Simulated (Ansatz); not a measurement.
## HfTaN2 from HfN and TaN: a reaction energy, step by step

Program: Ansatz 0.2.0 through its Python package.

Contents of `hftan2_hftan2_r_3m.xyz`:
```text
4
Lattice="1.58631599 0.91585996 5.13438909 -1.58631599 0.91585996 5.13438909 0.0 -1.83171992 5.13438909" Properties=species:S:1:pos:R:3 pbc="T T T"
Hf    0.00000000    0.00000000    0.00000000
Ta    0.00000000    0.00000000    7.70158363
N     0.00000000    0.00000000    3.85538196
N     0.00000000    0.00000000   11.54778530
```

Input file `hftan2_hfn_fm_3m.vasp`:
```text
HfN
1.0
   0.00000000    2.25600000    2.25600000
   2.25600000    0.00000000    2.25600000
   2.25600000    2.25600000    0.00000000
Hf N
1 1
Direct
   0.00000000    0.00000000    0.00000000
   0.50000000    0.50000000    0.50000000
```

Input file `hftan2_tan_fm_3m.xyz`:
```text
2
Lattice="0.0 2.179 2.179 2.179 0.0 2.179 2.179 2.179 0.0" Properties=species:S:1:pos:R:3 pbc="T T T"
Ta    2.17900000    2.17900000    2.17900000
N     0.00000000    0.00000000    0.00000000
```

The cells in order, each with its output:

In [1]:
```python
from collections import Counter
import warnings

import ansatz as az
from ase.io import read
import numpy as np
from pymatgen.analysis.reaction_calculator import ComputedReaction
from pymatgen.entries.computed_entries import ComputedEntry
```

In [2]:
```python
def compute(name, crystal):
    calc = (
        crystal.calculation()
        .pseudopotentials("nc")
        .accuracy("low")
        .eigensolver("davidson", full_accuracy=True)
        .functional("r2scan")
        .initial_density(normalization="cell")
        .kpoints(spacing=0.3)
        .occupations("fermi_dirac", width=0.1)
        .stress()
    )
    return calc.run(threads=1, pin="off")
```

In [3]:
```python
def counts(outcome):
    return Counter(site.symbol for site in outcome.lattice.sites)
```

In [4]:
```python
def volume_per_atom(outcome):
    return abs(np.linalg.det(outcome.lattice.cell_ang)) / len(outcome.lattice.sites)

warnings.simplefilter("ignore", az.DeckWarning)
```

In [5]:
```python
phases = {}
hftan2_r_3m = az.Crystal.from_extxyz("hftan2_hftan2_r_3m.xyz")
phases["HfTaN2 R-3m"] = hftan2_r_3m
atoms = read("hftan2_hfn_fm_3m.vasp", format="vasp")
hfn_fm_3m = az.Crystal.from_ase(atoms)
phases["HfN Fm-3m"] = hfn_fm_3m
tan_fm_3m = az.Crystal.from_extxyz("hftan2_tan_fm_3m.xyz")
phases["TaN Fm-3m"] = tan_fm_3m
```

In [6]:
```python
done = {}
for name, crystal in phases.items():
    done[name] = compute(name, crystal)
    print(f"{name}: {done[name].report['energy_sigma0_ev']:.4f} eV, {len(done[name].lattice.sites)} atoms")
```
```text
HfTaN2 R-3m: -16513.8726 eV, 4 atoms
HfN Fm-3m: -14242.7509 eV, 2 atoms
TaN Fm-3m: -2271.0102 eV, 2 atoms
```

In [7]:
```python
entry = {name: ComputedEntry(dict(counts(o)), o.report["energy_sigma0_ev"]) for name, o in done.items()}
reaction = ComputedReaction([entry["HfN Fm-3m"], entry["TaN Fm-3m"]], [entry["HfTaN2 R-3m"]])
reaction.normalize_to(entry["HfTaN2 R-3m"].composition.reduced_composition)
print(reaction)
print("energy per formula unit of the product:", round(reaction.calculated_reaction_energy, 4), "eV")
for name, o in done.items():
    print(f"  {name:18s} {volume_per_atom(o):7.3f} A^3/atom")
```
```text
HfN + TaN -> HfTaN2
energy per formula unit of the product: -0.1115 eV
  HfTaN2 R-3m         11.189 A^3/atom
  HfN Fm-3m           11.482 A^3/atom
  TaN Fm-3m           10.346 A^3/atom
```

These settings explore the input space; cutoff and mesh may be short of convergence. No spin polarisation was allowed. Such functionals run on norm-conserving files made under PBE, which can move pressures by some GPa. For the metals among these phases the mesh is modest: differences between phases can be off by up to 40 meV an atom. Spin-orbit coupling, which matters for elements this heavy, is left out. The cells come from databases of deposited and of computed structures, and not all need be stable phases. The reactants and the product are the structures named, not necessarily the lowest of each compound, so sign and change of volume hang on that choice. A semilocal functional's error on such energies is often 0.05 to 0.1 eV an atom, and 0.1 to 0.3 eV against gases such as O2 or F2. The whole script took 2.1 min on 1 thread of Arm Neoverse V2, with other jobs on the host, peak memory 0.88 GiB.

(Lines on the test bed's own set-up are left out of the output.)
